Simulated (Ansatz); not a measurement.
# CdSe (wurtzite type): how the settings move a relaxation

Aim: see which settings change the result for CdSe (wurtzite type), by how much, and at what cost.

Method: reference: DFT, PBE, PAW with Ansatz's default frozen-core files, scalar-relativistic, in Ansatz 0.2.0.

### 1 The system as given

It takes space group P6_3mc (No. 186, hexagonal). The conventional cell has a = 3.777 Å, b = 3.777 Å, c = 6.165 Å, α = 90.00°, β = 90.00°, γ = 120.00°. Cd (site symmetry 3m) is surrounded by 4 Se at 2.31 to 2.32 Å. Se (site symmetry 3m) is surrounded by 4 Cd at 2.31 to 2.32 Å.

Coordinates:

```cif
data_structure
_symmetry_space_group_name_H-M 'P6_3mc'
_symmetry_Int_Tables_number 186
_cell_length_a 3.7772
_cell_length_b 3.7772
_cell_length_c 6.1654
_cell_angle_alpha 90.000
_cell_angle_beta 90.000
_cell_angle_gamma 120.000
_cell_volume 76.18
loop_
_atom_site_label
_atom_site_type_symbol
_atom_site_symmetry_multiplicity
_atom_site_Wyckoff_symbol
_atom_site_fract_x
_atom_site_fract_y
_atom_site_fract_z
_atom_site_occupancy
Cd1 Cd 2 b 0.33333 0.66667 0.00012 1
Se1 Se 2 b 0.33333 0.66667 0.37588 1
```

### 2 Baseline

input.yaml reads:

```yaml
crystal:
  lattice:
    - [3.7771857087, 0.0, 0.0]
    - [-1.8885928544, 3.2711387786, 0.0]
    - [0.0, 0.0, 6.165434143]
  atoms:
    - { symbol: Cd, position: [0.3333333333, 0.6666666667, 0.0001242] }
    - { symbol: Cd, position: [0.6666666667, 0.3333333333, 0.5001242] }
    - { symbol: Se, position: [0.3333333333, 0.6666666667, 0.3758758] }
    - { symbol: Se, position: [0.6666666667, 0.3333333333, 0.8758758] }
kpoints:
  mp_grid: { grid: [9, 9, 5] }
scf:
  occupations: { method: fermi_dirac, width: 0.05 }
hamiltonian:
  xc: pbe
  pseudopotentials: { kind: paw }
output:
  forces: true
  stress: true
relax:
  f_tol: 0.005
  max_steps: 30
  cell: { stress_tol: 0.29, fix: [volume] }
```

Launch:

```console
> ansatz run input.yaml --threads 1 --pin off --max-ram 3072MiB --backend cpu --events-out ev --progress --plain --runs-dir out
```

### 3 Variant: occupations.method tetrahedron_uncorrected, chi_scale 0.1, width left out

input.yaml, as its differences from that of step 2:

```diff
@@ -13,3 +13,4 @@
 scf:
-  occupations: { method: fermi_dirac, width: 0.05 }
+  occupations: { method: tetrahedron_uncorrected }
+  initial_density: { chi_scale: 0.1 }
 hamiltonian:
@@ -20,2 +21,6 @@
   stress: true
+  write_density: true
+  write_potential: true
+  elf: true
+  volumetric_format: npy
 relax:
```

What does the calculation give? Wanted: for each run, ending; energy change; pressure; gap; force.

As calculated:

| run | ending | energy change | pressure (GPa) | gap (eV) | force (eV/Å) | cycles | time |
| --- | --- | --- | --- | --- | --- | --- | --- |
| reference | converged | 0 | 43.4 | 0.00 | 0.00 | 81 | 58 s |
| 1: occupations.method tetrahedron_uncorrected, chi_scale 0.1, width left out | converged | +0.1 meV/atom (σ→0) | 43.6 | 0.00 | 0.00 | 85 | 68 s |

Times don't compare one to one where runs were asked for different outputs or read a saved state (see the inputs); cycles may leave out searches for a lower state.

What this shows: Changing the smearing and start leaves the energy as it was (+0.1 meV/atom). Semilocal functionals close small gaps, so the missing gap need not be the real solid's. The structure is not at rest: the sound run finds 43 GPa, so these are no properties of the relaxed crystal. 
